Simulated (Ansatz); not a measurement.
# ReS: energy against volume

The task, for ReS: follow energy and moments against volume.

Computed with Ansatz 0.2.0 (DFT PBE, scalar-relativistic, plane waves, PAW, unless a step's input says otherwise).

2 further runs of the same task are left out: 2 set aside as unsound or not needed.

**1. The starting structure**

It takes space group Pm-3m (No. 221, cubic). The conventional cell has a = 2.976 Å, b = 2.976 Å, c = 2.976 Å, α = 90.00°, β = 90.00°, γ = 90.00°. Re (site symmetry m-3m) has 8 S at 2.58 Å as nearest neighbours. S (site symmetry m-3m) has 8 Re at 2.58 Å as nearest neighbours.

As a file:

```
CELL_PARAMETERS angstrom
2.97552 0.00000 0.00000
0.00000 2.97552 0.00000
0.00000 0.00000 2.97552
ATOMIC_POSITIONS crystal
Re 0.00000 0.00000 0.00000
S 0.50000 0.50000 0.50000
```

It is the result of an earlier relaxation at this level (volume 13.17 Å³/atom; gap on the mesh: none (metal)).

The structure is invented: a known structure type filled with these elements, not a reported compound.

**2. V/V0 = 1.06, start: large parallel starting moments**

input.yaml reads:

```yaml
crystal:
  lattice:
    - [3.033883386, 0.0, 0.0]
    - [0.0, 3.033883386, 0.0]
    - [0.0, 0.0, 3.033883386]
  atoms:
    - { symbol: Re, position: [0.0, 0.0, 0.0], spin: 3.5 }
    - { symbol: S, position: [0.5, 0.5, 0.5] }
basis:
  ecutwfc: 420
kpoints:
  mp_grid: { grid: [14, 14, 14] }
hamiltonian:
  xc: pbe
scf:
  occupations: { method: gaussian, width: 0.1 }
  lower_state_search: "off"
output:
  forces: true
  stress: true
  eigenvalues: true
  populations: true
magnetization:
  spin_polarized: true
```

Run with:

```bash
> ansatz run input.yaml --threads 1 --pin off --max-ram 2560MiB --backend cpu --events-out ev --progress --plain --runs-dir out
```

What it wrote:

```text
Warning: RAYON_NUM_THREADS=1 ignored (pool sized by the plan → 1); use --threads N
Engine: ansatz 0.2.0, x86_64-unknown-linux-gnu
Pseudopotentials: kind: paw
Pseudopotential: Re, paw, valence charge 15, recommended cutoff 420 eV (normal), Re.paw.azcp
Pseudopotential: S, paw, valence charge 6, recommended cutoff 420 eV (normal), S.paw.azcp
Functional definition: PBE
  parameter kappa = 0.804
  parameter beta = 0.06672455060314922
  exchange = pbe_x(kappa = kappa, mu = beta*pi^2/3)
  correlation = pbe_c(beta = beta)
Crystal: 2 atoms, lattice volume = 27.925 Å³
Basis set: ecut = 420 eV, 515 PW (Γ), exchange–correlation on 48×48×48 points (8 copies of the dense FFT grid, shifted against one another)
Bands: 17, of which v1, the nominal top of the filled ones, is band 11 counted from 1 (10 counted from 0)
Symmetry: 48 space group operations
Space group: Pm-3m (ITA 221), of the structure as read, at distance tolerance 3.0e-5 Å
Magnetic group: BNS 221.92 (UNI 1594), of the structure as read, at distance tolerance 3.0e-5 Å
k-points: 120 of 2744
Non-local potential: Re, projectors of the file, l = 0: 3, l = 1: 2, l = 2: 2, l = 3: 1
Non-local potential: S, projectors of the file, l = 0: 2, l = 1: 2, l = 2: 2
PAW form: soft (Blöchl's): semilocal exchange-correlation on the pseudo side does not see the compensation charge
PAW one-centre angular grid: Re, 590 points (default); XC on 64 Gauss nodes
PAW one-centre angular grid: S, 110 points (default); XC on 64 Gauss nodes
Initial density: superposition of atomic densities (chi_scale 0.1, normalization cell)
Starting moments: Σ|m| = 3.5 μB on 1 of 2 sites
Initial wavefunctions: pseudopotential atomic-orbital guess
Functional: x = pbe(κ = 0.804, μ = 0.2195149727645171), c = pbe(β = 0.06672455060314922)
iter 1 solved again at ethr=7.41e-4 eV; its pass at ethr=3.10e-3 eV (dr2=1.56e-1 eV) is discarded
SCF iter   1: F=—  HF=-11768.182713 eV  |F-HF|=—  |Δ(HF+E_count)|=         —  Δρ=7.14e-2 (↑7.14e-2 ↓6.10e-2)  dr2=1.59e-1  dr2_m=1.07e0  M=1.181 μB ∫|m|=1.299 μB  β_m=0.30  ethr=7.41e-4  ⟨swp⟩=1.0  Hψ=27895  notcnv=0
Mixer restart at iter 1: flushing history
preconditioner: auto → none  [metal: Δε(μ)=0.004 eV  Ē_g=11.592 eV  σ=0.100 eV  W_gap=0.02  n_scr=6 (ndim 8)  ℏωp=25.3 eV  f_vac=0.000  D(μ)=1.62/eV (n_scr^D=18)  sad-step TF]
spin-set hold released at iteration 1 (the charge has settled, or the pull on large starting moments outlasts its swing): the magnetisation degrees of freedom join the quasi-Newton model from the next iteration; the mixer history was flushed
SCF iter   2: F=—  HF=-11768.539363 eV  |F-HF|=—  |Δ(HF+E_count)|=   3.57e-1  Δρ=5.65e-2 (↑5.65e-2 ↓4.98e-2)  dr2=8.97e-2  dr2_m=6.95e-1  M=0.946 μB ∫|m|=1.077 μB  β_m=0.56  ethr=7.41e-4  ⟨swp⟩=1.7  Hψ=4393  notcnv=0
SCF iter   3: F=—  HF=-11769.184412 eV  |F-HF|=—  |Δ(HF+E_count)|=   6.45e-1  Δρ=1.84e-2 (↑1.84e-2 ↓6.08e-3)  dr2=1.98e-1  dr2_m=2.42e-2  M=0.281 μB ∫|m|=0.337 μB  β_m=0.47  ethr=4.27e-4  ⟨swp⟩=3.0  Hψ=8779  notcnv=0  defer=55
SCF iter   4: F=—  HF=-11769.159238 eV  |F-HF|=—  |Δ(HF+E_count)|=   2.52e-2  Δρ=6.26e-3 (↑5.35e-3 ↓6.26e-3)  dr2=2.76e-3  dr2_m=7.72e-3  M=0.111 μB ∫|m|=0.168 μB  β_m=0.73  ethr=4.27e-4  ⟨swp⟩=2.4  Hψ=7951  notcnv=0  defer=340
SCF iter   5: F=—  HF=-11769.169913 eV  |F-HF|=—  |Δ(HF+E_count)|=   1.07e-2  Δρ=3.34e-3 (↑2.76e-3 ↓3.34e-3)  dr2=3.47e-4  dr2_m=2.32e-3  M=0.074 μB ∫|m|=0.101 μB  β_m=0.87  ethr=1.32e-5  ⟨swp⟩=2.0  Hψ=6411  notcnv=0  defer=322
SCF iter   6: F=—  HF=-11769.174015 eV  |F-HF|=—  |Δ(HF+E_count)|=   4.10e-3  Δρ=8.17e-4 (↑7.50e-4 ↓8.17e-4)  dr2=1.55e-4  dr2_m=1.17e-4  M=0.015 μB ∫|m|=0.020 μB  β_m=0.83  ethr=1.65e-6  ⟨swp⟩=2.1  Hψ=6331  notcnv=0  defer=322
SCF iter   7: F=—  HF=-11769.174143 eV  |F-HF|=—  |Δ(HF+E_count)|=   1.28e-4  Δρ=2.07e-4 (↑2.07e-4 ↓7.67e-5)  dr2=7.59e-6  dr2_m=4.29e-6  M=0.002 μB ∫|m|=0.002 μB  β_m=0.92  ethr=7.39e-7  ⟨swp⟩=2.0  Hψ=6110  notcnv=0  defer=322
SCF iter   8: F=—  HF=-11769.174149 eV  |F-HF|=—  |Δ(HF+E_count)|=   6.11e-6  Δρ=3.37e-5 (↑3.37e-5 ↓2.11e-5)  dr2=2.02e-7  dr2_m=1.70e-7  M=-0.001 μB ∫|m|=0.001 μB  β_m=0.96  ethr=3.62e-8  ⟨swp⟩=2.1  Hψ=6124  notcnv=0  defer=322
iter 9 did not close the SCF: its close was put off for a magnetic moment that had not settled (scf_convergence_deferred on its scf_iter line)
SCF iter   9: F=-11769.174149 eV  HF=-11769.174149 eV  |F-HF|=1.20e-9  |Δ(HF+E_count)|=   1.98e-7  Δρ=2.71e-6 (↑2.65e-6 ↓2.71e-6)  dr2=9.73e-10  dr2_m=1.57e-9  M=0.000 μB ∫|m|=0.000 μB  β_m=0.98  ethr=4.76e-10  ⟨swp⟩=8.1  Hψ=17623  notcnv=0
iter 10 did not close the SCF: its close was put off for a magnetic moment that had not settled (scf_convergence_deferred on its scf_iter line)
SCF iter  10: F=-11769.174149 eV  HF=-11769.174149 eV  |F-HF|=3.09e-11  |Δ(HF+E_count)|=   2.16e-9  Δρ=4.68e-7 (↑4.68e-7 ↓3.37e-7)  dr2=8.31e-12  dr2_m=3.89e-11  M=0.000 μB ∫|m|=0.000 μB  β_m=0.99  ethr=4.63e-12  ⟨swp⟩=1.0  Hψ=11334  notcnv=0
SCF iter  11: F=-11769.174149 eV  HF=-11769.174149 eV  |F-HF|=0.00e0  |Δ(HF+E_count)|=  5.82e-11  Δρ=4.55e-8 (↑3.95e-8 ↓4.55e-8)  dr2=1.44e-13  dr2_m=3.99e-13  M=0.000 μB ∫|m|=0.000 μB  ethr=1.00e-12  ⟨swp⟩=1.0  Hψ=8773  notcnv=0
WARN: the starting moments were not kept: the SCF closed with an absolute magnetisation of 9.3e-7 μB, where they sum to 3.5 μB in size (1 site). That is at most 0.1 of that sum. Measured as dr2_m measures the in/out step, that magnetisation stands 2.6e-13 eV from none, at or under the dr2_threshold of 1.0e-7 eV: it is no larger than a step whose dr2_m would equal this threshold. The system may hold no moment; this SCF shows only that its start led to no more than that. To try another start: raise the starting moments (crystal.atoms[].spin, magnetization.per_species, magnetization.initial_magnetization, or on a non-collinear deck that types none of these the spinor_matrix: blocks that start its atoms; where the total moment is fixed, keep their sum and leave initial_magnetization as it is; typed ones take the place of any that the run laid by itself, positive ones on a crystal's lanthanoids without a Hubbard term where scf.initial_density.shell_occupations: [] is typed) or, if the notice of its spin-set hold's release reads "site moments contracting" or "site moments show no strong build", lengthen the hold (scf.mixing.spin_hold: { on: { confirm: 4 } }; for m-r²SCAN on two components see the key's manual first). Each may lead to a state that holds a moment. A second SCF, from the converged charge density, with the starting moments and any scf.initial_density.shell_occupations laid on it anew, would have followed, and was not run: the deck does not ask for one (magnetization.retry_lost_moments is false, the default). To let it run, set magnetization.retry_lost_moments: true and run the deck again, where that key's refused combinations let it; where memory then withholds it, that run's warning says so.
SCF 1 converged in 11 iterations: F = -11769.174149 eV  dr2 = 1.44e-13
SCF converged after 11 iterations
Magnetization: 0.0000 μB (10.5000 up, 10.5000 down)
Absolute magnetization: 0.0000 μB (∫|ρ↑−ρ↓|, with the PAW one-centre terms)
Spin contamination: 0.0000 ħ² per cell (⟨S²⟩ above its minimum at these occupations)
Per-site moments (μB) at R_I (Å): [(6.985900425677839e-7, 1.0838107848131642), (6.491928029294716e-8, 1.0838107848131642)]
Free energy (F): -11769.174149 eV
Harris-Foulkes:  -11769.174149 eV  (|F-HF|=0.00e0)
Internal energy: -11769.166674 eV  (E = F + TS)
E sigma→0 (E₀):  -11769.170412 eV
Entropy (-TS):   -0.007475 eV (-3.738 meV/atom)
Fermi energy:    19.422624 eV
--- Per-component energies (eV) ---
  E_band       = -85.168832
  E_kinetic    = 647.592195
  E_local      = -999.621564  (includes V_loc(G=0)·N_el)
  E_nonlocal   = 79.356671
  E_hartree    = 363.286410
  E_xc         = -500.194131
  E_vxc        = -390.833553  (∫ρ·V_xc dr)
  E_paw        = -9259.636783  (= ΣΔE_a)
  E_vpaw       = -148.235322  (= ΣTr[D̂ρ^β])
  E_aug_tail   = -0.000075  (compensation charges beyond the density's cutoff)
  E_ewald      = -2099.949397
  E_smearing   = -0.007475  (= −TS)
  E_closure    = 0.000000  (closes the sum)
  Σ components = -11769.174149   (vs F -11769.174149, Δ=0.00e0)
--- Forces (eV/Å), atoms counted from 1 ---
  atom   1  Re    -0.00000000     0.00000000     0.00000000
  atom   2  S      0.00000000    -0.00000000    -0.00000000
  max |Σ_I F_I| component: 1.58e-30 eV/Å
--- Stress (GPa, compression-positive) ---
      -12.729596       0.000000       0.000000
        0.000000     -12.729596      -0.000000
        0.000000      -0.000000     -12.729596
  P = ⅓ Tr σ = -12.7296 GPa (-127.296 kbar)
--- Band table (eV; the first three rows and the last of 240) ---
  k-point 0 ↑: bands = ["-61.0574", "-22.8637", "-22.8637", "-22.8637", "2.0339", "14.6050", "14.6050", "16.5606", "16.5606", "16.5606", "19.4689", "19.4689", "19.4689", "20.9979", "28.3893", "28.3893", "35.3221"]
  k-point 1 ↑: bands = ["-61.0569", "-22.8772", "-22.8626", "-22.8626", "2.1099", "14.3431", "14.6486", "16.4048", "16.4048", "16.5284", "19.4918", "19.6603", "19.6603", "21.4031", "28.0863", "28.5639", "34.2417"]
  k-point 2 ↑: bands = ["-61.0554", "-22.9145", "-22.8592", "-22.8592", "2.3327", "13.5292", "14.7748", "16.0373", "16.0373", "16.7638", "19.5569", "20.1403", "20.1403", "22.2823", "27.3283", "29.0811", "32.6357"]
  k-point 119 ↓: bands = ["-61.0261", "-23.0600", "-23.0600", "-23.0600", "6.5150", "10.7702", "10.7702", "10.7702", "21.4978", "21.4978", "21.4978", "21.5971", "21.5971", "23.7572", "23.7572", "23.7572", "27.5552"]
--- Löwdin populations: 2 sites ---
  site symbol       q [e]    m [muB]
     0     Re     14.7481     0.0000
     1      S      5.9566     0.0000
  spilling = 0.014064 (of n_electrons = 21.000000)
```

Wall time 27 s (1 thread of Intel Xeon at 2.50GHz (Skylake/Cascade Lake), shared host); peak memory 0.39 GiB.

Result: -5884.5852 eV/atom at zero smearing, pressure -12.73 GPa and no gap on the mesh. The moments have vanished. The log warns that the starting moments were lost.

**3. V/V0 = 1.12, start: large parallel starting moments**

Changes to input.yaml since step 2:

```diff
@@ -2,5 +2,5 @@
   lattice:
-    - [3.033883386, 0.0, 0.0]
-    - [0.0, 3.033883386, 0.0]
-    - [0.0, 0.0, 3.033883386]
+    - [3.090079144, 0.0, 0.0]
+    - [0.0, 3.090079144, 0.0]
+    - [0.0, 0.0, 3.090079144]
   atoms:
```

Run with:

```bash
> ansatz run input.yaml --threads 1 --pin off --max-ram 2560MiB --backend cpu --events-out ev --progress --plain --runs-dir out
```

What it wrote:

```text
Warning: RAYON_NUM_THREADS=1 ignored (pool sized by the plan → 1); use --threads N
[... 9 set-up lines as earlier in the session ...]
Crystal: 2 atoms, lattice volume = 29.506 Å³
Basis set: ecut = 420 eV, 587 PW (Γ), exchange–correlation on 48×48×48 points (8 copies of the dense FFT grid, shifted against one another)
Bands: 17, of which v1, the nominal top of the filled ones, is band 11 counted from 1 (10 counted from 0)
[... 1 set-up line as earlier in the session ...]
Space group: Pm-3m (ITA 221), of the structure as read, at distance tolerance 3.1e-5 Å
Magnetic group: BNS 221.92 (UNI 1594), of the structure as read, at distance tolerance 3.1e-5 Å
k-points: 120 of 2744
[... 6 set-up lines as earlier in the session ...]
Starting moments: Σ|m| = 3.5 μB on 1 of 2 sites
[... 2 set-up lines as earlier in the session ...]
iter 1 solved again at ethr=7.58e-4 eV; its pass at ethr=3.10e-3 eV (dr2=1.59e-1 eV) is discarded
SCF iter   1: F=—  HF=-11768.092512 eV  |F-HF|=—  |Δ(HF+E_count)|=         —  Δρ=6.53e-2 (↑6.53e-2 ↓5.51e-2)  dr2=1.63e-1  dr2_m=9.37e-1  M=1.320 μB ∫|m|=1.441 μB  β_m=0.30  ethr=7.58e-4  ⟨swp⟩=1.0  Hψ=27864  notcnv=0
Mixer restart at iter 1: flushing history
preconditioner: auto → none  [metal: Δε(μ)=0.017 eV  Ē_g=11.132 eV  σ=0.100 eV  W_gap=0.10  n_scr=6 (ndim 8)  ℏωp=24.6 eV  f_vac=0.000  D(μ)=1.97/eV (n_scr^D=18)  sad-step TF]
spin-set hold released at iteration 1 (the charge has settled, or the pull on large starting moments outlasts its swing): the magnetisation degrees of freedom join the quasi-Newton model from the next iteration; the mixer history was flushed
SCF iter   2: F=—  HF=-11768.404552 eV  |F-HF|=—  |Δ(HF+E_count)|=   3.12e-1  Δρ=5.23e-2 (↑5.23e-2 ↓4.53e-2)  dr2=9.08e-2  dr2_m=6.16e-1  M=1.092 μB ∫|m|=1.220 μB  β_m=0.55  ethr=7.58e-4  ⟨swp⟩=1.5  Hψ=4280  notcnv=0
SCF iter   3: F=—  HF=-11768.987419 eV  |F-HF|=—  |Δ(HF+E_count)|=   5.83e-1  Δρ=1.72e-2 (↑1.72e-2 ↓6.14e-3)  dr2=1.43e-1  dr2_m=2.82e-2  M=0.423 μB ∫|m|=0.483 μB  β_m=0.47  ethr=4.32e-4  ⟨swp⟩=2.9  Hψ=8595  notcnv=0  defer=72
SCF iter   4: F=—  HF=-11768.981634 eV  |F-HF|=—  |Δ(HF+E_count)|=   5.78e-3  Δρ=6.56e-3 (↑5.53e-3 ↓6.56e-3)  dr2=2.16e-3  dr2_m=9.27e-3  M=0.222 μB ∫|m|=0.277 μB  β_m=0.74  ethr=4.32e-4  ⟨swp⟩=2.3  Hψ=7655  notcnv=0  defer=333
SCF iter   5: F=—  HF=-11768.994886 eV  |F-HF|=—  |Δ(HF+E_count)|=   1.33e-2  Δρ=3.61e-3 (↑3.41e-3 ↓3.61e-3)  dr2=2.01e-4  dr2_m=3.28e-3  M=0.172 μB ∫|m|=0.199 μB  β_m=0.87  ethr=1.03e-5  ⟨swp⟩=2.0  Hψ=6490  notcnv=0  defer=307
SCF iter   6: F=—  HF=-11769.001667 eV  |F-HF|=—  |Δ(HF+E_count)|=   6.78e-3  Δρ=1.36e-3 (↑1.14e-3 ↓1.36e-3)  dr2=2.48e-4  dr2_m=3.64e-4  M=0.064 μB ∫|m|=0.068 μB  β_m=0.82  ethr=9.55e-7  ⟨swp⟩=3.1  Hψ=7119  notcnv=0  defer=307
SCF iter   7: F=—  HF=-11769.002276 eV  |F-HF|=—  |Δ(HF+E_count)|=   6.09e-4  Δρ=5.13e-4 (↑5.13e-4 ↓3.83e-4)  dr2=1.25e-5  dr2_m=5.25e-5  M=0.023 μB ∫|m|=0.023 μB  β_m=0.91  ethr=9.55e-7  ⟨swp⟩=2.0  Hψ=6160  notcnv=0  defer=307
SCF iter   8: F=—  HF=-11769.002362 eV  |F-HF|=—  |Δ(HF+E_count)|=   8.60e-5  Δρ=1.39e-4 (↑1.39e-4 ↓1.07e-4)  dr2=6.87e-7  dr2_m=4.05e-6  M=-0.007 μB ∫|m|=0.008 μB  β_m=0.95  ethr=5.96e-8  ⟨swp⟩=2.3  Hψ=6522  notcnv=0  defer=307
SCF iter   9: F=—  HF=-11769.002370 eV  |F-HF|=—  |Δ(HF+E_count)|=   8.23e-6  Δρ=2.56e-5 (↑2.56e-5 ↓1.87e-5)  dr2=3.94e-8  dr2_m=1.29e-7  M=-0.001 μB ∫|m|=0.001 μB  β_m=0.98  ethr=4.76e-10  ⟨swp⟩=7.1  Hψ=21219  notcnv=0
iter 10 did not close the SCF: its close was put off for a magnetic moment that had not settled (scf_convergence_deferred on its scf_iter line)
SCF iter  10: F=-11769.002370 eV  HF=-11769.002370 eV  |F-HF|=1.10e-9  |Δ(HF+E_count)|=   2.50e-7  Δρ=2.86e-6 (↑2.86e-6 ↓2.71e-6)  dr2=2.86e-10  dr2_m=2.03e-9  M=-0.000 μB ∫|m|=0.000 μB  β_m=0.99  ethr=1.88e-10  ⟨swp⟩=4.2  Hψ=11981  notcnv=0
SCF iter  11: F=-11769.002370 eV  HF=-11769.002370 eV  |F-HF|=3.64e-12  |Δ(HF+E_count)|=   3.76e-9  Δρ=1.08e-7 (↑1.08e-7 ↓9.65e-8)  dr2=2.26e-12  dr2_m=1.67e-12  M=0.000 μB ∫|m|=0.000 μB  ethr=1.36e-12  ⟨swp⟩=1.1  Hψ=11941  notcnv=0
WARN: the starting moments were not kept: the SCF closed with an absolute magnetisation of 2.4e-6 μB, where they sum to 3.5 μB in size (1 site). That is at most 0.1 of that sum. Measured as dr2_m measures the in/out step, that magnetisation stands 1.2e-12 eV from none, at or under the dr2_threshold of 1.0e-7 eV: it is no larger than a step whose dr2_m would equal this threshold. The system may hold no moment; this SCF shows only that its start led to no more than that. To try another start: raise the starting moments (crystal.atoms[].spin, magnetization.per_species, magnetization.initial_magnetization, or on a non-collinear deck that types none of these the spinor_matrix: blocks that start its atoms; where the total moment is fixed, keep their sum and leave initial_magnetization as it is; typed ones take the place of any that the run laid by itself, positive ones on a crystal's lanthanoids without a Hubbard term where scf.initial_density.shell_occupations: [] is typed) or, if the notice of its spin-set hold's release reads "site moments contracting" or "site moments show no strong build", lengthen the hold (scf.mixing.spin_hold: { on: { confirm: 4 } }; for m-r²SCAN on two components see the key's manual first). Each may lead to a state that holds a moment. A second SCF, from the converged charge density, with the starting moments and any scf.initial_density.shell_occupations laid on it anew, would have followed, and was not run: the deck does not ask for one (magnetization.retry_lost_moments is false, the default). To let it run, set magnetization.retry_lost_moments: true and run the deck again, where that key's refused combinations let it; where memory then withholds it, that run's warning says so.
SCF 1 converged in 11 iterations: F = -11769.002370 eV  dr2 = 2.26e-12
SCF converged after 11 iterations
Magnetization: 0.0000 μB (10.5000 up, 10.5000 down)
Absolute magnetization: 0.0000 μB (∫|ρ↑−ρ↓|, with the PAW one-centre terms)
Spin contamination: 0.0000 ħ² per cell (⟨S²⟩ above its minimum at these occupations)
Per-site moments (μB) at R_I (Å): [(1.4270182895676027e-6, 1.1038859033434951), (-1.5942486692970342e-7, 1.1038859033434951)]
Free energy (F): -11769.002370 eV
Harris-Foulkes:  -11769.002370 eV  (|F-HF|=3.64e-12)
Internal energy: -11768.992068 eV  (E = F + TS)
E sigma→0 (E₀):  -11768.997219 eV
Entropy (-TS):   -0.010302 eV (-5.151 meV/atom)
Fermi energy:    18.113443 eV
--- Per-component energies (eV) ---
  E_band       = -108.452257
  E_kinetic    = 643.463136
  E_local      = -1049.824602  (includes V_loc(G=0)·N_el)
  E_nonlocal   = 79.815651
  E_hartree    = 377.432726
  E_xc         = -498.566904
  E_vxc        = -388.677568  (∫ρ·V_xc dr)
  E_paw        = -9259.551999  (= ΣΔE_a)
  E_vpaw       = -148.094288  (= ΣTr[D̂ρ^β])
  E_aug_tail   = -0.000074  (compensation charges beyond the density's cutoff)
  E_ewald      = -2061.760003
  E_smearing   = -0.010302  (= −TS)
  E_closure    = 0.000000  (closes the sum)
  Σ components = -11769.002370   (vs F -11769.002370, Δ=0.00e0)
--- Forces (eV/Å), atoms counted from 1 ---
  atom   1  Re    -0.00000000     0.00000000    -0.00000000
  atom   2  S      0.00000000     0.00000000     0.00000000
  max |Σ_I F_I| component: 8.55e-31 eV/Å
--- Stress (GPa, compression-positive) ---
      -21.513120       0.000000       0.000000
        0.000000     -21.513120      -0.000000
        0.000000      -0.000000     -21.513120
  P = ⅓ Tr σ = -21.5131 GPa (-215.131 kbar)
--- Band table (eV; the first three rows and the last of 240) ---
  k-point 0 ↑: bands = ["-62.3210", "-24.1228", "-24.1228", "-24.1228", "1.2691", "13.7186", "13.7186", "15.3684", "15.3684", "15.3684", "18.1932", "18.1932", "18.1932", "19.2041", "27.0162", "27.0162", "33.7213"]
  k-point 1 ↑: bands = ["-62.3206", "-24.1335", "-24.1219", "-24.1219", "1.3388", "13.4282", "13.7587", "15.2303", "15.2303", "15.3485", "18.2136", "18.3659", "18.3659", "19.6190", "26.7445", "27.1801", "32.5985"]
  k-point 2 ↑: bands = ["-62.3195", "-24.1634", "-24.1192", "-24.1192", "1.5426", "12.5752", "13.8745", "14.9011", "14.9011", "15.6048", "18.2714", "18.8036", "18.8036", "20.5026", "26.0578", "27.6557", "31.0254"]
  k-point 119 ↓: bands = ["-62.2973", "-24.2826", "-24.2826", "-24.2826", "5.3231", "10.0042", "10.0042", "10.0042", "20.1184", "20.1184", "20.2534", "20.2534", "20.2534", "22.0883", "22.0883", "22.0883", "25.6404"]
--- Löwdin populations: 2 sites ---
  site symbol       q [e]    m [muB]
     0     Re     14.7184     0.0000
     1      S      6.0035    -0.0000
  spilling = 0.013243 (of n_electrons = 21.000000)
```

Run time: 32 s. Hardware: 1 thread of Intel Xeon at 2.50GHz (Skylake/Cascade Lake), shared host; peak memory 0.39 GiB.

This run gives -5884.4986 eV/atom at zero smearing, pressure -21.51 GPa and no gap on the mesh. The moments have vanished. The log warns that the starting moments were lost.

(Part 1 of 2 ends here.)
